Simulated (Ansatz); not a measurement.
# AlNi: the cost of one run

Method: DFT PBEsol, scalar-relativistic, plane waves, PAW, in Ansatz 0.2.0.

1 further run of the same task is left out (set aside as unsound or not needed).

**1. The starting structure**

The structure is cubic, space group Pm-3m (No. 221). The conventional cell has a = 2.862 Å, b = 2.862 Å, c = 2.862 Å, α = 90.00°, β = 90.00°, γ = 90.00°. Around Al (site symmetry m-3m) lie 8 Ni at 2.48 Å. Around Ni (site symmetry m-3m) lie 8 Al at 2.48 Å.

Structure file:

```
CELL_PARAMETERS angstrom
2.86217 0.00000 0.00000
0.00000 2.86217 0.00000
0.00000 0.00000 2.86217
ATOMIC_POSITIONS crystal
Al 0.00000 0.00000 0.00000
Ni 0.50000 0.50000 0.50000
```

It is the result of an earlier relaxation at this level (volume 11.72 Å³/atom; gap on the mesh: none (metal)).

**2. Zero of energy**

The reference gives a free energy of -6330.8677 eV, pressure 0.02 GPa, largest force 0.000 eV/Å and gap on the mesh none (metal). It was computed beforehand with the settings of the runs below.

**3. The scan: a strain scan**

The cell is strained by ε times the Voigt pattern (1, 1, 0, 0, 0, 0) (xx, yy, zz, yz, xz, xy; engineering shear), with fractional coordinates fixed (clamped ions). The stress on the pattern is the sum of the stress components weighted by it, tension positive.

**4. Point ε = -0.1500**

input.yaml

```yaml
crystal:
  lattice:
    - [2.4328407189, 0.0, 0.0]
    - [0.0, 2.4328407189, 0.0]
    - [0.0, 0.0, 2.8621655516]
  atoms:
    - { symbol: Al, position: [0.0, 0.0, 0.0] }
    - { symbol: Ni, position: [0.5, 0.5, 0.5] }
basis:
  ecutwfc: 420
kpoints:
  mp_grid: { grid: [20, 20, 20] }
hamiltonian:
  xc: pbesol
scf:
  occupations: { method: gaussian, width: 0.15 }
output:
  forces: true
  stress: true
  eigenvalues: true
```

On the command line:

```
> ansatz run input.yaml --threads 1 --pin off --max-ram 2560MiB --backend cpu --events-out ev --progress --plain --runs-dir out
```

**Question.** How long does this run take on 1 thread of Intel Xeon at 2.50GHz (Skylake/Cascade Lake), shared host, and how much memory does it need?

About 20 s, with a peak of 0.47 GiB.
